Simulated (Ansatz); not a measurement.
# MgO: the crystal squeezed far

The task here is to estimate one member of a computed series from the others.

Computed with Ansatz 0.2.0 (DFT LDA, with the methods named in each step, unless a step's input says otherwise).

1 further run of the same task is left out (it didn't finish).

## The starting structure

Symmetry: Fm-3m, No. 225, cubic system. The conventional cell has a = 4.309 Å, b = 4.309 Å, c = 4.309 Å, α = 90.00°, β = 90.00°, γ = 90.00°. Mg (site symmetry m-3m) has 6 O at 2.15 Å as nearest neighbours. O (site symmetry m-3m) has 6 Mg at 2.15 Å as nearest neighbours.

Structure file:

```xyz
2
Lattice="0.0000 2.1544 2.1544 2.1544 0.0000 2.1544 2.1544 2.1544 0.0000" Properties=species:S:1:pos:R:3 pbc="T T T"
Mg    0.0000    0.0000    0.0000
O     2.1544    2.1544    2.1544
```

Whether this phase is the stable one at these pressures isn't tested.

Atoms are numbered in the order of the input: Mg1, O2.

The first run:

Input file input.yaml:

```yaml
crystal:
  lattice:
    - [0.0, 2.15443469, 2.15443469]
    - [2.15443469, 0.0, 2.15443469]
    - [2.15443469, 2.15443469, 0.0]
  atoms:
    - { symbol: Mg, position: [0.0, 0.0, 0.0] }
    - { symbol: O, position: [0.5, 0.5, 0.5] }
kpoints:
  mp_grid: { grid: [15, 15, 15] }
scf:
  occupations: { method: fermi_dirac, width: 0.05 }
hamiltonian:
  xc: lda
  pseudopotentials: { kind: paw }
output:
  forces: true
  stress: true
  write_density: true
  write_potential: true
  elf: true
  volumetric_format: npy
relax:
  f_tol: 0.005
  max_steps: 40
  cell: {}
```

Run with:

```sh
> ansatz run input.yaml --threads 1 --pin off --max-ram 2048MiB --backend cpu --events-out ev --progress --plain --runs-dir out
```

Steps of the session up to this table: Cell relaxed at zero pressure, PAW; More of the same log: cell relaxed at zero pressure; Volume scaled by 1, PAW; Volume scaled by 1, PAW (level accurate); Volume scaled by 0.94, PAW; Volume scaled by 0.88, PAW; Volume scaled by 0.88, PAW (level accurate); Volume scaled by 0.8, PAW; Volume scaled by 0.8, PAW (partial_waves polarizable); Volume scaled by 0.72, PAW; Volume scaled by 0.64, PAW; Volume scaled by 0.55, PAW; Volume scaled by 0.55, PAW (partial_waves polarizable).

One of the session's tables, all rows but one given; the rest of the session is left out.

| method | volume over the first | volume (Å³/atom) | pressure (GPa) | gap on the k mesh (eV) |
| --- | --- | --- | --- | --- |
| PAW | 1 | 8.994 | -0.02 | 5.03 |
| PAW | 0.94 | 8.454 | 12.11 | 5.69 |
| PAW | 0.88 | 7.915 | 28.72 | 6.45 |
| PAW | 0.8 | 7.195 | 61.05 | 7.64 |
| PAW | 0.72 | 6.476 | 111.68 | 9.05 |
| PAW | 0.64 | 5.756 | 193.31 | 8.92 |
| PAW | 0.55 | 4.947 | 353.30 | 8.61 |
| PAW (level accurate) | 1 | ? | ? | ? |
| PAW (level accurate) | 0.88 | 7.915 | 29.12 | 6.45 |
| PAW (partial_waves polarizable) | 0.8 | 7.195 | 61.05 | 7.64 |
| PAW (partial_waves polarizable) | 0.55 | 4.947 | 353.31 | 8.61 |

Q: Estimate the row for PAW (level accurate), 1 from the others.

As computed: volume (Å³/atom): 8.994; pressure (GPa): 0.28; gap on the k mesh (eV): 5.04.

To keep in mind: Warnings in the runs' records: written density without core change.
